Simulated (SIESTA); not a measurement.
The system is CsLiCr2Te2S3.

```
Cs Li Cr Te S
1.0
     3.31929    1.91639    6.87982
    -3.31929    1.91639    6.87982
     0.00000   -3.83279    6.87982
Cs Li Cr Te S
1 1 2 2 3
Direct
  0.00000 0.00000 0.00000
  0.50000 0.50000 0.50000
  0.79848 0.79848 0.79848
  0.20152 0.20152 0.20152
  0.67990 0.67990 0.67990
  0.32010 0.32010 0.32010
  0.13626 0.86374 0.50000
  0.50000 0.13626 0.86374
  0.86374 0.50000 0.13626
```

The cell was built by a generator and needn't be a form met in nature.

Base run:

* Program: SIESTA 5.4.2
* Functional: PBE
* Potentials or basis: PseudoDojo 0.4 standard (PBE files)
* Basis: DZP (energy shift 0.003 Ry; two zetas on semicore shells; d shell added on Cs)
* Grid cutoff: 800 Ry
* Energy shift: 0.003 Ry
* k mesh: 5 × 5 × 5
* Occupations: fermi-dirac, width 0.05 eV
* Spin: collinear spin, ferromagnetic start
* Starting moments: [0.0, 0.0, 3.0, 3.0, 0.0, 0.0, 0.0, 0.0, 0.0] μB

Its results: band gap on the k mesh none (metal or under the smearing width); pressure 0.4 GPa; net moment 4.00 μB per cell; site moments Cs -0.07; Li -0.04; Cr +2.70; Te -0.49; S -0.11 μB; largest force 0.359 eV/Å.

**Question.** The run is repeated on the same cell with these changes: hubbard terms from none to Cr d U = 2 eV. What comes out?

**Answer.** Band gap on the k mesh none (metal or under the smearing width); pressure 2.2 GPa; net moment 4.07 μB per cell; site moments Cs -0.10; Li -0.06; Cr +3.34; Te -0.81; S -0.27 μB; largest force 1.038 eV/Å.

Caveats: the basis of atomic orbitals isn't converged, which shifts pressures, moduli and gaps; only a ferromagnetic start was run, and an antiferromagnetic order may lie lower in energy; spin-orbit coupling is left out, which moves the levels of the heavy elements (some runs); forces of over 1 eV/Å show positions far from the minimum, so gaps and moduli don't describe the material at rest (some runs).
